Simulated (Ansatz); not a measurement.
Runs of Ansatz 0.2.0 on Tl3Cu. Symmetry: Pm-3m, No. 221, cubic system. The conventional cell has a = 4.717 Å, b = 4.717 Å, c = 4.717 Å, α = 90.00°, β = 90.00°, γ = 90.00°. Around Tl (site symmetry 4/mmm) lie 8 Tl at 3.34 Å and 4 Cu at 3.34 Å. Cu (site symmetry m-3m) is surrounded by 12 Tl at 3.34 Å. The cell comes from a database or a generator and needn't be the stable form of this composition.

```csv
level,gap on the mesh (eV),pressure (GPa),relaxed volume (Å³/atom)
PBE,none,0.0,26.24
PBE+D4,none,0.0,(a)
PBE+D3(BJ)-ATM,none,0.0,24.81
PBE+D3(BJ),none,0.0,24.60
```

Alike in all rows: task relaxation of cell and atoms; potentials or basis Ansatz PAW; no spin polarisation; cell relaxed; k mesh 6 × 6 × 6; cutoff (eV) 420; smearing fermi-dirac 0.05 eV.

Problem. Estimate the missing entries.

Solution. (a) 24.61.

Caveats: the plane-wave basis is chosen anew once the cell has moved, so the energies of steps on either side of that aren't comparable; pairwise dispersion overbinds metals, which lowers pressure and volume (some runs).

A k mesh can miss the band edges, and the runs leave out spin-orbit coupling on Tl.

A gap of «none» marks a metal or a gap under the smearing width.
